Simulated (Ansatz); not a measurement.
## C3H6Te, SMILES CC1C[Te]1: a single point from an input written key by key, step by step

Program: Ansatz 0.2.0 through its Python package.

Run as a notebook:

```python
import ansatz as az

deck = {
    "crystal": {
        "periodic": [False, False, False],
        "atoms": [
            {"symbol": "C", "position_ang": [-0.9007, 0.6674, -0.3552]},
            {"symbol": "C", "position_ang": [-0.1896, -0.5739, -0.0571]},
            {"symbol": "C", "position_ang": [1.0774, -0.3747, 0.6164]},
            {"symbol": "Te", "position_ang": [1.514, -0.9655, -1.4389]},
            {"symbol": "H", "position_ang": [-1.7306, 0.4889, -1.1402]},
            {"symbol": "H", "position_ang": [-1.4364, 1.1026, 0.5561]},
            {"symbol": "H", "position_ang": [-0.2497, 1.5024, -0.7649]},
            {"symbol": "H", "position_ang": [-0.7343, -1.4295, 0.2872]},
            {"symbol": "H", "position_ang": [1.3473, -1.1468, 1.4193]},
            {"symbol": "H", "position_ang": [1.3856, 0.678, 0.8803]},
        ],
    },
    "basis": {"gaussian": {"orbitals": "def2-SVP"}},
    "hamiltonian": {"xc": "b3lyp"},
}
session = az.Session.from_dict(deck)
summary = session.plan(threads=1).execute().report
```

```python
print("reference energy %16.6f eV" % summary["reference_energy_ev"])
print("total energy     %16.6f eV" % summary["free_energy_ev"])
print("occupied orbitals outside the frozen core (up, down):", summary["n_occupied"], " frozen:", summary["n_frozen"], " virtual:", summary["n_virtual"])
symbols = ["C", "C", "C", "Te", "H", "H", "H", "H", "H", "H"]
field = summary["mean_field"]
print("<S^2> =", round(abs(field["state"]["spin_squared"]), 4), " all-electron relativity setting:", field["relativity"])
print("passes:", field["passes"])
if "symmetry" in field:
    print("occupied orbitals by irrep:", field["symmetry"]["occupied"])
```

    reference energy    -10501.206413 eV
    total energy        -10501.206413 eV
    occupied orbitals outside the frozen core (up, down): [24, 24]  frozen: 0  virtual: [74, 74]
    <S^2> = 0.0  all-electron relativity setting: none
    passes: {'evaluations': 16, 'products': 12}
    occupied orbitals by irrep: [{'A': 24}, {'A': 24}]

What to keep in mind:
- These settings explore the input space; basis and method may be short of convergence.
- The geometry is a force-field or estimated start, not a minimum of this method, and the basis set is short of its limit.
- def2 sets replace the cores of elements past krypton by effective core potentials.
- b3lyp holds the VWN-RPA fit, as in Gaussian; the form of ORCA and Turbomole is b3lyp5.
- It ran for 2.6 s on 1 thread of Arm Neoverse V2 (shared host), peak memory 0.22 GiB.
